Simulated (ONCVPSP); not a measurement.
# An ONCV potential for magnesium, from input to tests

Do these settings give a usable potential? It is generated, then checked for transferability, scattering, ghosts and hardness.

The numbers are computed with ONCVPSP 4.0.1 (PBE, scalar-relativistic, spin-unpolarised reference atom).

**1. Settings**

The settings as typed:

| Quantity | Value |
| --- | --- |
| element | magnesium (Mg, Z = 12) |
| type | optimised norm-conserving Vanderbilt (ONCV) |
| frozen core | [He] |
| valence charge | 10 |
| reference configuration | 2s2 2p6 3s1.5 (charge +0.5) |
| partial waves | 2s+3s: rc 1.45 bohr, ncon 3, nbas 8, qcut 6.9 1/bohr, 3 projectors, debl 0.9 Ha; 2p: rc 0.65 bohr, ncon 3, nbas 6, qcut 25.9 1/bohr, 1 projector; d scattering state at 0.12 Ha: rc 1.50 bohr, ncon 5, nbas 8, qcut 5.5 1/bohr, 1 projector |
| local potential | polynomial inside 0.60 bohr (lpopt 5, dvloc0 0 Ha) |
| core correction | Teter function, fcfact 3.25, rcfact 1.55 |

An earlier all-electron run gives the scale for the radii.

All-electron outer shells of the reference configuration (PBE, scalar-relativistic, ld1.x):

| shell | level (eV) | outermost node (bohr) | outermost maximum (bohr) |
| --- | --- | --- | --- |
| 1s | -1263.97 | – | 0.09 |
| 2s | -84.11 | 0.18 | 0.54 |
| 2p | -50.87 | – | 0.48 |
| 3s | -7.92 | 0.90 | 2.47 |
| 3p | -4.04 | 0.95 | 3.13 |

**2. Generating the potential**

Mg.dat

```
# ATOM AND REFERENCE CONFIGURATION
# atsym  z   nc   nv     iexc    psfile
  Mg 12.00    1    3        4      upf
#
#   n    l    f
    1    0    2.00
    2    0    2.00
    2    1    6.00
    3    0    1.50
#
# PSEUDOPOTENTIAL AND OPTIMIZATION
# lmax
    2
#
#   l,   rc,      ep,       ncon, nbas, qcut
    0    1.45    0.00    3    8    6.90
    1    0.65    0.00    3    6   25.90
    2    1.50    0.12    5    8    5.50
#
# LOCAL POTENTIAL
# lloc, lpopt,  rc(5),   dvloc0
    4    5    0.60    0.00
#
# VANDERBILT-KLEINMAN-BYLANDER PROJECTORs
# l, nproj, debl
    0    3    0.90
    1    1    0.50
    2    1    1.90
#
# MODEL CORE CHARGE
# icmod, fcfact, rcfact
    3    3.25    1.55
#
# LOG DERIVATIVE ANALYSIS
# epsh1, epsh2, depsh
   -5.00    5.00    0.04
#
# OUTPUT GRID
# rlmax, drl
    6.00    0.01
#
# TEST CONFIGURATIONS
# ncnf
    4
# nvcnf
#   n    l    f
    3
    2    0    2.00
    2    1    6.00
    3    0    2.00
#
    3
    2    0    2.00
    2    1    6.00
    3    0    1.00
#
    3
    2    0    2.00
    2    1    6.00
    3    0    0.00
#
    4
    2    0    2.00
    2    1    6.00
    3    0    0.00
    3    1    2.00
#
```

On the command line:

```console
$ oncvpsp.x < Mg.dat > Mg.out
```

**Question.** What will these runs give? Wanted: cutoffs for 1 and 0.1 mHa per electron, occupied waves; bound ghosts; GHOST(+) flags; largest test error; largest phase difference near zero energy, channels read; rms error of d²Exc/dn², without and with the model core.

As calculated:

| quantity | value |
| --- | --- |
| cutoffs for 1 and 0.1 mHa per electron, occupied waves | 173 Ha and 206 Ha |
| bound ghosts | none found |
| GHOST(+) flags | d at 167 eV |
| largest test error (AE − PS) | -4.4 meV, for 2s2 2p6 3s0 3p2 |
| largest phase difference near zero energy, channels read | 0.001 rad |
| rms error of d²Exc/dn², without and with the model core | 1.89 and 1.92 mHa |

In words: By total energies transferability is very good: the largest error is 4.4 meV on 4.0 eV, for 2s2 2p6 3s0 3p2. The potential is very hard: the looser tolerance needs 173 Ha. At the looser tolerance the 2p wave is the slowest; 2s needs 18 Ha. The program's ghost test flags no bound state. Near zero energy the phases of the channels with partial waves agree within 0.001 rad. The program also flags highly localised states, GHOST(+) (d). These are tests on the free atom; a crystal test is still owed.
